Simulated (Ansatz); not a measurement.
# Nb3N: the cost of one run

Computed with Ansatz 0.2.0 (DFT PBE, scalar-relativistic, plane waves, PAW, unless a step's input says otherwise).

## Step 1: The structure to begin with

The structure is cubic, space group Im-3m (No. 229). The conventional cell has a = 4.924 Å, b = 4.924 Å, c = 4.924 Å, α = 90.00°, β = 90.00°, γ = 90.00°. Nb (site symmetry 4/mmm) has 4 Nb at 2.46 Å and 2 N at 2.46 Å as nearest neighbours. N (site symmetry m-3m) is surrounded by 6 Nb at 2.46 Å.

As a file:

```cif
data_structure
_symmetry_space_group_name_H-M 'P 1'
_symmetry_Int_Tables_number 1
_cell_length_a 4.2640
_cell_length_b 4.2640
_cell_length_c 4.2640
_cell_angle_alpha 109.471
_cell_angle_beta 109.471
_cell_angle_gamma 109.471
_cell_volume 59.68
loop_
_atom_site_label
_atom_site_type_symbol
_atom_site_fract_x
_atom_site_fract_y
_atom_site_fract_z
_atom_site_occupancy
Nb1 Nb 0.00000 0.50000 0.50000 1
Nb2 Nb 0.50000 0.00000 0.50000 1
Nb3 Nb 0.50000 0.50000 0.00000 1
N1 N 0.00000 0.00000 0.00000 1
```

A structure generator made this guess: random cell by space group and Wyckoff sites (Im-3m, No. 229). Its size is a rough estimate.

## Step 2: A first look at the guess

input.yaml

```yaml
crystal:
  lattice:
    - [-2.46180806, 2.46180806, 2.46180806]
    - [2.46180806, -2.46180806, 2.46180806]
    - [2.46180806, 2.46180806, -2.46180806]
  atoms:
    - { symbol: Nb, position: [0.0, 0.5, 0.5] }
    - { symbol: Nb, position: [0.5, 0.0, 0.5] }
    - { symbol: Nb, position: [0.5, 0.5, 0.0] }
    - { symbol: "N", position: [0.0, 0.0, 0.0] }
basis:
  ecutwfc: 420
kpoints:
  mp_grid: { grid: [6, 6, 6] }
hamiltonian:
  xc: pbe
scf:
  occupations: { method: gaussian, width: 0.1 }
  lower_state_search: "off"
output:
  forces: true
  stress: true
  eigenvalues: true
```

Run with:

```sh
$ ansatz run input.yaml --threads 1 --pin off --max-ram 2048MiB --backend cpu --events-out ev --progress --plain --runs-dir out
```

Q: Estimate wall time and peak memory on 1 thread of Intel Xeon Platinum 8223CL at 3.00GHz (Skylake/Cascade Lake), shared host.

About 1.4 s, with a peak of 0.35 GiB.
